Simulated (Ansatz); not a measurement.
Geometry optimisation, DFT LDA, scalar-relativistic, plane waves, PAW in Ansatz 0.2.0.

input.yaml

```yaml
crystal:
  lattice:
    - [1.65605, 5.204, 4.35]
    - [1.65605, -5.204, 4.35]
    - [6.6242, 0.0, 0.0]
  atoms:
    - { symbol: P, position: [0.6431, 0.4367, 0.23005] }
    - { symbol: P, position: [0.1867, 0.3931, 0.10505] }
    - { symbol: P, position: [0.8569, 0.0633, 0.01995] }
    - { symbol: P, position: [0.3133, 0.1069, 0.14495] }
    - { symbol: P, position: [0.6431, 0.4367, 0.73005] }
    - { symbol: P, position: [0.1867, 0.3931, 0.60505] }
    - { symbol: P, position: [0.8569, 0.0633, 0.51995] }
    - { symbol: P, position: [0.3133, 0.1069, 0.64495] }
    - { symbol: P, position: [0.1431, 0.9367, 0.48005] }
    - { symbol: P, position: [0.6867, 0.8931, 0.35505] }
    - { symbol: P, position: [0.3569, 0.5633, 0.26995] }
    - { symbol: P, position: [0.8133, 0.6069, 0.39495] }
    - { symbol: P, position: [0.1431, 0.9367, 0.98005] }
    - { symbol: P, position: [0.6867, 0.8931, 0.85505] }
    - { symbol: P, position: [0.3569, 0.5633, 0.76995] }
    - { symbol: P, position: [0.8133, 0.6069, 0.89495] }
    - { symbol: Li, position: [0.3951445, 0.8457171, 0.3218215], spin: 1.0 }
magnetization:
  spin_polarized: true
basis:
  ecutwfc: 420.0
kpoints:
  mp_grid: { grid: [2, 2, 2] }
hamiltonian:
  xc: lda
scf:
  occupations: { method: fermi_dirac, width: 0.05 }
  lower_state_search: "off"
relax:
  f_tol: 0.03
  max_steps: 60
  adjacent_minimum: "off"
```

Command:

```bash
$ ansatz run input.yaml --threads 2 --pin off --max-ram 5120MiB --backend cpu --events-out ev --progress --plain --runs-dir out
```

Task: Where does it end, and by what steps?

Result: It converged. The force dipped under the threshold on the way, but the program's further checks kept it going. Limits of this set-up: coarse k mesh, a small cell, in which the defect meets its images, a typed lattice constant that wasn't relaxed here. After 14 steps the energy has fallen by 0.857 eV; Li17 moved furthest, 0.67 Å. Joined: P8–Li17 (3.12 → 2.73 Å), P15–Li17 (3.08 → 2.43 Å).

```tsv
step	energy less start (eV)	largest force component (eV/Å)	accepted
0	0.0000	1.569	yes
1	-0.5053	0.946	yes
2	-0.7657	0.170	yes
3	-0.6630	0.573	no
4	-0.7927	0.074	yes
5	-0.8035	0.103	yes
6	-0.8235	0.108	yes
7	-0.8465	0.082	yes
8	-0.8464	0.122	no
9	-0.8465	0.082	yes
10	-0.8465	0.122	yes
11	-0.8548	0.086	yes
12	-0.8564	0.077	yes
13	-0.8569	0.027	yes
14	-0.8569	0.027	yes
```

```xyz
17
Lattice="1.6561 5.2040 4.3500 1.6561 -5.2040 4.3500 6.6242 0.0000 0.0000" Properties=species:S:1:pos:R:3
P 3.258 1.201 4.776
P 1.572 -1.186 2.595
P 1.571 4.137 4.027
P 1.617 0.927 1.789
P 6.597 1.149 4.739
P 4.950 -0.985 2.538
P 4.999 3.845 3.932
P 4.922 1.120 1.794
P 4.944 -4.487 4.707
P 4.922 -0.933 6.988
P 3.272 -0.910 3.975
P 4.949 1.203 6.232
P 8.236 -4.113 4.661
P 8.282 -1.124 6.781
P 6.564 -0.994 4.073
P 8.224 1.076 6.250
Li 4.798 -2.270 5.141
```

Whether the end is a true minimum wasn't checked by a vibrational analysis.

Time of the run: 52 s on 2 threads of INTEL(R) XEON(R) PLATINUM 8581C CPU @ 2.10GHz (Emerald Rapids) (shared host), peak memory 0.72 GiB.
